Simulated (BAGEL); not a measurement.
**TiH4O4 (SMILES O[Ti](O)(O)O) at HF/3-21G (density fitting with qzvpp-jkfit)**

What is the energy change on altering one bond length of TiH4O4 at HF/3-21G (density fitting with qzvpp-jkfit)? 

Program for the calculation: BAGEL 1.2.2.

## Step 1: The system as given

The species is TiH4O4 (9 atoms), meant as a singlet with charge 0. SMILES: `O[Ti](O)(O)O`. Geometry: relaxed at PBE0-D4/def2-TZVP. This is one conformer, not always the lowest.

Bond lengths: O1–Ti2 1.801 Å, Ti2–O3 1.801 Å, Ti2–O4 1.801 Å, Ti2–O5 1.801 Å, O1–H6 0.958 Å, O3–H7 0.958 Å, O4–H8 0.958 Å, O5–H9 0.958 Å. Angles: O1–Ti2–O3 108.5°, O1–Ti2–O4 109.9°, O1–Ti2–O5 110.0°, O3–Ti2–O4 110.0°, O3–Ti2–O5 109.9°, O4–Ti2–O5 108.5°, Ti2–O1–H6 129.5°, Ti2–O3–H7 129.5°, Ti2–O4–H8 129.5°, Ti2–O5–H9 129.6°.

## Step 2: The energy at HF/3-21G (density fitting with qzvpp-jkfit)

Input file calc.json:

```json
{ "bagel": [

{
  "title": "molecule",
  "basis": "3-21g",
  "df_basis": "qzvpp-jkfit",
  "angstrom": true,
  "geometry": [
    { "atom": "O", "xyz": [      -0.125250,       1.268390,      -1.272730 ] },
    { "atom": "Ti", "xyz": [       0.000070,       0.000090,      -0.000050 ] },
    { "atom": "O", "xyz": [       1.651710,      -0.715310,      -0.066120 ] },
    { "atom": "O", "xyz": [      -1.235630,      -1.279200,      -0.283830 ] },
    { "atom": "O", "xyz": [      -0.290490,       0.726280,       1.622320 ] },
    { "atom": "H", "xyz": [      -0.813470,       1.413950,      -1.922910 ] },
    { "atom": "H", "xyz": [       2.270980,      -0.885970,       0.644480 ] },
    { "atom": "H", "xyz": [      -1.123140,      -2.176250,      -0.600550 ] },
    { "atom": "H", "xyz": [      -0.334770,       1.648010,       1.879390 ] }
  ]
},

{ "title": "hf" },

{ "title": "print", "file": "orbitals.molden", "orbitals": true }

]}
```

The run is started by

```sh
$ BAGEL_NUM_THREADS=1 BAGEL calc.json > calc.out
```

The program printed:

```text
* using 1 threads per process

  ===============================================================
  ===============================================================

  *** Geometry ***

  { "atom" : "O", "xyz" : [     -0.236688,      2.396910,     -2.405111 ] },
  { "atom" : "Ti", "xyz" : [      0.000132,      0.000170,     -0.000094 ] },
  { "atom" : "O", "xyz" : [      3.121280,     -1.351740,     -0.124949 ] },
  { "atom" : "O", "xyz" : [     -2.335002,     -2.417338,     -0.536361 ] },
  { "atom" : "O", "xyz" : [     -0.548947,      1.372470,      3.065740 ] },
  { "atom" : "H", "xyz" : [     -1.537236,      2.671978,     -3.633773 ] },
  { "atom" : "H", "xyz" : [      4.291530,     -1.674241,      1.217891 ] },
  { "atom" : "H", "xyz" : [     -2.122427,     -4.112516,     -1.134875 ] },
  { "atom" : "H", "xyz" : [     -0.632624,      3.114288,      3.551532 ] },

  Number of auxiliary basis functions:      644

  Since a DF basis is specified, we compute 2- and 3-index integrals:
    o Being stored without compression. Storage requirement is 0.026 GB

  Number of basis functions:       71
  Number of electrons      :       58

    * METHOD: MOLECULE                             0.35

  *** RHF ***

  === Nuclear Repulsion ===
   327.3350931368

      * DIIS with orbital gradients will be used.

  === RHF iteration (3-21g) ===
      0      -1144.04275616          0.03863089           0.10
      1      -1144.04850172          0.04443995           0.09
      2      -1144.60061807          0.00288856           0.10
      3      -1144.60516116          0.00064170           0.09
      4      -1144.60545465          0.00015959           0.09
      5      -1144.60548404          0.00004816           0.09
      6      -1144.60548823          0.00001237           0.09
      7      -1144.60548846          0.00000388           0.08
      8      -1144.60548848          0.00000113           0.09
      9      -1144.60548848          0.00000060           0.08
     10      -1144.60548848          0.00000026           0.09
     11      -1144.60548848          0.00000007           0.09
     12      -1144.60548848          0.00000003           0.08
     13      -1144.60548848          0.00000001           0.09
     14      -1144.60548848          0.00000000           0.10
    * SCF iteration converged.

    * Permanent dipole moment:
           (    0.000715,     0.000019,    -0.000797) a.u.

    * METHOD: HF                                   1.56

    * METHOD: PRINT                                0.02

  ===============================================================
```

It took 2.3 s on 1 thread of AMD EPYC 7R43 (Zen 3), shared host; peak memory 0.14 GiB.

## Step 3: The distorted shape

Input file calc.json:

```json
{ "bagel" : [

{
  "title" : "molecule",
  "basis" : "3-21g",
  "df_basis" : "qzvpp-jkfit",
  "angstrom" : true,
  "geometry" : [
    { "atom" : "O", "xyz" : [   -0.187912,    1.902563,   -1.909093 ] },
    { "atom" : "Ti", "xyz" : [    0.000070,    0.000090,   -0.000050 ] },
    { "atom" : "O", "xyz" : [    1.651710,   -0.715310,   -0.066120 ] },
    { "atom" : "O", "xyz" : [   -1.235630,   -1.279200,   -0.283830 ] },
    { "atom" : "O", "xyz" : [   -0.290490,    0.726280,    1.622320 ] },
    { "atom" : "H", "xyz" : [   -0.876132,    2.048123,   -2.559273 ] },
    { "atom" : "H", "xyz" : [    2.270980,   -0.885970,    0.644480 ] },
    { "atom" : "H", "xyz" : [   -1.123140,   -2.176250,   -0.600550 ] },
    { "atom" : "H", "xyz" : [   -0.334770,    1.648010,    1.879390 ] }
  ]
},
{
  "title" : "hf",
  "charge" : 0
},
{
  "title" : "print",
  "file" : "orbitals.molden",
  "orbitals" : true
}

]}
```

The run is started by

```sh
$ BAGEL_NUM_THREADS=1 BAGEL calc.json > calc.out
```

The program printed:

```text
* using 1 threads per process

  ===============================================================
  ===============================================================

  *** Geometry ***

  { "atom" : "O", "xyz" : [     -0.355102,      3.595323,     -3.607663 ] },
  { "atom" : "Ti", "xyz" : [      0.000132,      0.000170,     -0.000094 ] },
  { "atom" : "O", "xyz" : [      3.121280,     -1.351740,     -0.124949 ] },
  { "atom" : "O", "xyz" : [     -2.335002,     -2.417338,     -0.536361 ] },
  { "atom" : "O", "xyz" : [     -0.548947,      1.372470,      3.065740 ] },
  { "atom" : "H", "xyz" : [     -1.655650,      3.870392,     -4.836325 ] },
  { "atom" : "H", "xyz" : [      4.291530,     -1.674241,      1.217891 ] },
  { "atom" : "H", "xyz" : [     -2.122427,     -4.112516,     -1.134875 ] },
  { "atom" : "H", "xyz" : [     -0.632624,      3.114288,      3.551532 ] },

  Number of auxiliary basis functions:      644

  Since a DF basis is specified, we compute 2- and 3-index integrals:
    o Being stored without compression. Storage requirement is 0.026 GB

  Number of basis functions:       71
  Number of electrons      :       58

    * METHOD: MOLECULE                             0.40

  *** RHF ***

  === Nuclear Repulsion ===
   300.3927873006

      * DIIS with orbital gradients will be used.

  === RHF iteration (3-21g) ===
      0      -1143.76763750          0.04008539           0.10
      1      -1137.56959047          0.13081603           0.10
      2      -1144.34876755          0.01510495           0.10
      3      -1144.43952247          0.00273222           0.10
      4      -1144.44392147          0.00119659           0.09
      5      -1144.44514182          0.00048207           0.09
      6      -1144.44551569          0.00017150           0.09
      7      -1144.44559608          0.00005536           0.10
      8      -1144.44560274          0.00002676           0.10
      9      -1144.44560375          0.00001636           0.10
     10      -1144.44560415          0.00000455           0.10
     11      -1144.44560417          0.00000270           0.13
     12      -1144.44560418          0.00000093           0.11
     13      -1144.44560418          0.00000039           0.11
     14      -1144.44560418          0.00000020           0.11
     15      -1144.44560418          0.00000009           0.10
     16      -1144.44560418          0.00000006           0.10
     17      -1144.44560418          0.00000004           0.10
     18      -1144.44560418          0.00000001           0.10
     19      -1144.44560418          0.00000001           0.10
    * SCF iteration converged.

    * Permanent dipole moment:
           (   -0.292417,     1.247640,    -1.358888) a.u.

    * METHOD: HF                                   2.31

    * METHOD: PRINT                                0.02

  ===============================================================
```

Wall time 3.3 s (1 thread of AMD EPYC 7R43 (Zen 3), shared host); peak memory 0.14 GiB.

## Step 4: Summary of results

At HF/3-21G (density fitting with qzvpp-jkfit):

```
                                                          quantity           value
                                         first shape: total energy  -1144.60549 Eh
                                        first shape: dipole moment          0.00 D
                                          first shape: HOMO energy       -12.61 eV
                                          first shape: LUMO energy         1.90 eV
                                        first shape: HOMO–LUMO gap        14.51 eV
                                     distorted shape: total energy  -1144.44560 Eh
                                    distorted shape: dipole moment          4.75 D
                                      distorted shape: HOMO energy        -8.78 eV
                                      distorted shape: LUMO energy         1.02 eV
                                    distorted shape: HOMO–LUMO gap         9.80 eV
energy change with the O1–Ti2 bond stretched from 1.801 to 2.702 Å        4.351 eV
```

What this shows: With the O1–Ti2 bond stretched from 1.801 to 2.702 Å the energy rises by 4.35 eV (420 kJ/mol). The first shape isn't relaxed at this level, so the change isn't measured from a minimum. A restricted reference can't describe the breaking bond well at this length.
